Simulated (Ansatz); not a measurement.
# ZnSe: the cost of one run

Program: Ansatz 0.2.0. Level of theory: DFT LDA, all-electron LAPW, scalar-relativistic unless said. These are calculated values, not measurements.

## (1) Starting point

The structure is cubic, space group F-43m (No. 216). The conventional cell has a = 5.568 Å, b = 5.568 Å, c = 5.568 Å, α = 90.00°, β = 90.00°, γ = 90.00°. Zn (site symmetry -43m) has 4 Se at 2.41 Å as nearest neighbours. Se (site symmetry -43m) is surrounded by 4 Zn at 2.41 Å.

Structure file:

```cif
data_structure
_symmetry_space_group_name_H-M 'P 1'
_symmetry_Int_Tables_number 1
_cell_length_a 3.9368
_cell_length_b 3.9368
_cell_length_c 3.9368
_cell_angle_alpha 60.000
_cell_angle_beta 60.000
_cell_angle_gamma 60.000
_cell_volume 43.14
loop_
_atom_site_label
_atom_site_type_symbol
_atom_site_fract_x
_atom_site_fract_y
_atom_site_fract_z
_atom_site_occupancy
Zn1 Zn 0.00000 0.00000 0.00000 1
Se1 Se 0.75000 0.75000 0.75000 1
```

Cartesian axes are those of the input's lattice vectors. The structure goes back to a database entry.

## (2) Reference run, fine mesh, LAPW

Input file input.yaml:

```yaml
crystal:
  lattice:
    - [0.0, 2.78375858201, 2.78375858201]
    - [2.78375858201, 0.0, 2.78375858201]
    - [2.78375858201, 2.78375858201, 0.0]
  atoms:
    - { symbol: Zn, position: [0.0, 0.0, 0.0] }
    - { symbol: Se, position: [0.75, 0.75, 0.75] }
kpoints:
  mp_grid: { grid: [8, 8, 8] }
scf:
  occupations: { method: fixed }
hamiltonian:
  xc: lda
  pseudopotentials: { kind: all_electron, lapw: { basis_error: 0.001 } }
output:
  forces: true
  stress: true
  eigenvalues: true
  eigenstates:
    nscf_kmesh: { grid: [12, 12, 12] }
    de_dk: true
    e_range: [-9, 11.25015009063]
  optics:
    e_range: [0, 25]
    de: 0.2
    sigma: 0.15
    bands: { spectra_wanted_up_to: 25 }
    nscf_kmesh: { grid: [12, 12, 12] }
checkpoint:
  write: ck
  write_wavefunctions: false
```

Started as:

```
> ansatz run input.yaml --threads 1 --pin off --max-ram 3072MiB --backend cpu --events-out ev --progress --plain --runs-dir out
```

What time and memory should one allow on 1 thread of Arm Neoverse V1, shared host?

About 91 s, with a peak of 0.36 GiB.
